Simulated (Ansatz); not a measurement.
Born–Oppenheimer molecular dynamics of a periodic cell of 28 atoms, AlZn$_{2}$SbH$_{12}$O$_{12}$ (host AlZn2SbH12O12, host structure P-3). It starts from an unrelaxed structure (largest force component 0.57 eV/Å).

All numbers below come from Ansatz 0.2.0, DFT PBEsol, scalar-relativistic, plane waves, PAW. Settings: accuracy low, cutoff 420 eV, k mesh 2x2x1, fermi-dirac smearing 0.05 eV, no spin polarisation.

```
ensemble        : NPT, Langevin
time step       : 0.5 fs
steps asked     : 80
set temperature : 1500 K
friction        : 0.05 /fs
pressure        : 20 GPa
seed            : 47329
```

First frame:

```xyz
28
Lattice="5.5641 0.0000 0.0000 -2.7820 4.8186 0.0000 0.0000 0.0000 10.0993" Properties=species:S:1:pos:R:3
Al 0.000 0.000 0.000
Zn 2.782 1.606 10.038
Zn 0.000 3.212 0.061
Sb 0.000 0.000 5.050
H 0.588 4.197 6.175
H 2.194 0.621 3.925
H 0.559 2.211 6.175
H 2.223 2.608 3.925
H -1.147 3.229 6.175
H 3.929 1.590 3.925
H 1.860 3.444 8.082
H 0.922 1.375 2.017
H -0.730 1.486 8.082
H 3.512 3.333 2.017
H -1.130 4.707 8.082
H 3.912 0.111 2.017
O 1.928 3.361 9.080
O 0.854 1.457 1.019
O -0.835 1.468 9.080
O 3.617 3.351 1.019
O -1.093 4.808 9.080
O 3.875 0.011 1.019
O 1.500 3.762 6.250
O 1.282 1.057 3.849
O -0.274 1.639 6.250
O 3.056 3.180 3.849
O -1.226 4.236 6.250
O 4.008 0.582 3.849
```

Problem. What does the run give?

Solution. The run went to its last step.

- steps done: 80
- time covered: 40 fs
- mean temperature over the second half: 1100 K
- spread of the potential energy over the second half: 13.2 meV per atom
- mean potential energy of the second half above the start: 111.2 meV per atom
- mean pressure over the second half: 4.1 GPa

The conserved energy stayed within 0.62 meV per atom of its start (net change 0.41 meV per atom), so the integration is sound. The mean temperature of the second half is 27 % below the set value. A run of 0.04 ps of so small a system gives no equilibrium averages. Limits of this set-up: coarse k mesh, low accuracy level. The cell's volume went from 271 to 232 Å³.

Problem. What happens to the structure?

Solution. Mean squared displacements from the first frame to the last, about the centre of mass, the cell's change included: Al 0.08 Å², Zn 0.13 Å², Sb 0.04 Å², H 0.17 Å², O 0.07 Å². Another seed would give other details.

Problem. How do temperature and energy run in time?

Solution. 
| time (fs) | T (K) | potential energy less start (eV) | conserved less start (meV/atom) | P (GPa) | volume (Å³) |
| --- | --- | --- | --- | --- | --- |
| 0.0 | 1446 | 0.000 | 0.00 | -7.2 | 270.8 |
| 3.0 | 1110 | 1.080 | 0.28 | -6.6 | 270.6 |
| 6.0 | 824 | 1.735 | 0.16 | -6.7 | 269.8 |
| 9.0 | 776 | 1.992 | 0.22 | -4.6 | 268.1 |
| 12.0 | 938 | 2.094 | 0.21 | -3.5 | 265.8 |
| 15.0 | 991 | 1.917 | 0.02 | -3.5 | 262.9 |
| 18.0 | 1030 | 2.452 | -0.07 | -1.3 | 259.7 |
| 21.0 | 880 | 2.636 | 0.04 | -1.5 | 256.3 |
| 24.0 | 1071 | 2.743 | 0.06 | 2.1 | 252.5 |
| 27.0 | 1128 | 3.153 | -0.21 | 3.6 | 248.4 |
| 30.0 | 1242 | 3.021 | -0.14 | 2.4 | 244.3 |
| 33.0 | 1088 | 3.153 | -0.02 | 5.8 | 240.3 |
| 36.0 | 1217 | 3.427 | 0.06 | 8.7 | 236.4 |
| 39.0 | 997 | 3.637 | 0.37 | 7.9 | 233.0 |

Time of the run: 8.1 min on 1 thread of Arm Neoverse V1, on a shared host, peak memory 0.63 GiB.
